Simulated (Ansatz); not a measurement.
Consider a ranking of structure types by relaxed energy of Sc on several prototypes (Ansatz 0.2.0, Python API).

`prototypes_sc.py`
```python
'''Relaxed energies of Sc in several structure types.'''

import warnings

import ansatz as az
import numpy as np
import spglib
from tabulate import tabulate


def sc(first, a):
    return (
        az.Lattice.cubic(a)
        .space_group(221)
        .atom(first, (0, 0, 0))
    )


def fcc(A, a):
    return (
        az.Lattice.fcc(a)
        .space_group(225)
        .atom(A, (0, 0, 0))
        .primitive()
    )


def diamond(a_site, a):
    return (
        az.Lattice.fcc(a)
        .space_group(227, origin_choice=1)
        .atom(a_site, (0, 0, 0))
        .primitive()
    )


def hcp(A, a):
    return (
        az.Lattice.from_parameters(a, a, 1.633 * a, alpha=90, beta=90, gamma=120)
        .space_group(194)
        .atom(A, (1 / 3, 2 / 3, 0.25))
    )


def ground_state(name, crystal):
    calc = (
        crystal.calculation()
        .functional(az.Functional.R2SCAN)
        .mixing('anderson')
        .eigensolver('davidson', full_accuracy=True)
        .scf(max_iterations=60)
        .basis(550)
        .kpoints(spacing=0.26)
        .occupations('gaussian', width=0.05)
        .stress()
        .band_table()
    )
    calc = calc.relax(force_tolerance=0.02, max_steps=40, cell=True)
    return calc.run(threads=1, pin='off')


def volume_per_atom(outcome):
    return abs(np.linalg.det(outcome.lattice.cell_ang)) / len(outcome.lattice.sites)


def space_group(outcome):
    sites = outcome.report['lattice']['sites']
    kinds = sorted({site['symbol'] for site in sites})
    cell = (outcome.lattice.cell_ang, [site['position_frac'] for site in sites], [kinds.index(site['symbol']) for site in sites])
    return spglib.get_spacegroup(cell, symprec=0.01)


def pressure_gpa(outcome):
    return float(np.trace(outcome.report['stress_gpa']) / 3)

# a is a first guess in angstrom
warnings.simplefilter('ignore', az.DeckWarning)

phases = {}
phases['sc'] = sc('Sc', 3.02)
phases['fcc'] = fcc('Sc', 4.64)
phases['diamond'] = diamond('Sc', 6.38)
phases['hcp'] = hcp('Sc', 3.28)

done = {name: ground_state(name, crystal) for name, crystal in phases.items()}

energy = {name: o.report['energy_sigma0_ev'] / len(o.lattice.sites) for name, o in done.items()}
lowest = min(energy.values())
rows = [(name, len(o.lattice.sites), 1000 * (energy[name] - lowest), volume_per_atom(o), space_group(o), pressure_gpa(o)) for name, o in done.items()]
rows.sort(key=lambda row: row[2])
print(tabulate(rows, headers=['phase', 'atoms', 'dE (meV/atom)', 'V (A^3/atom)', 'space group', 'P (GPa)'], floatfmt='.4f', tablefmt='rst'))
print('lowest in energy:', rows[0][0])
```

Which of these structures comes out lowest, and how far apart are they?

By space group at the end of each run: P6_3/mmc (+0 meV an atom, 24.9 Å³), Fm-3m (+63 meV an atom, 25.1 Å³), Pm-3m (+828 meV an atom, 25.6 Å³) and Fd-3m (+2160 meV an atom, 31.8 Å³).

What the script printed:

```console
$ python prototypes_sc.py
=======  =======  ===============  ==============  ==============  =========
phase      atoms    dE (meV/atom)    V (A^3/atom)  space group       P (GPa)
=======  =======  ===============  ==============  ==============  =========
hcp            2           0.0000         24.9469  P6_3/mmc (194)    -0.0066
fcc            1          62.9595         25.0957  Fm-3m (225)       -0.0247
sc             1         828.2046         25.5519  Pm-3m (221)        0.0366
diamond        2        2159.5070         31.8302  Fd-3m (227)        0.0069
=======  =======  ===============  ==============  ==============  =========
lowest in energy: hcp
```

Notes:
- These settings explore the input space; cutoff and mesh may be short of convergence.
- Pressure is positive in compression.
- The cells are built on prototypes, so most aren't the phase found in nature. Rows bear the name of their start, and a relaxation keeps or raises the symmetry. Differences under about 40 meV an atom lie within the error of mesh and functional.
- Finished in 36 s on 1 thread of Intel(R) Xeon(R) 6975P-C (Granite Rapids) (shared host), peak memory 0.66 GiB.
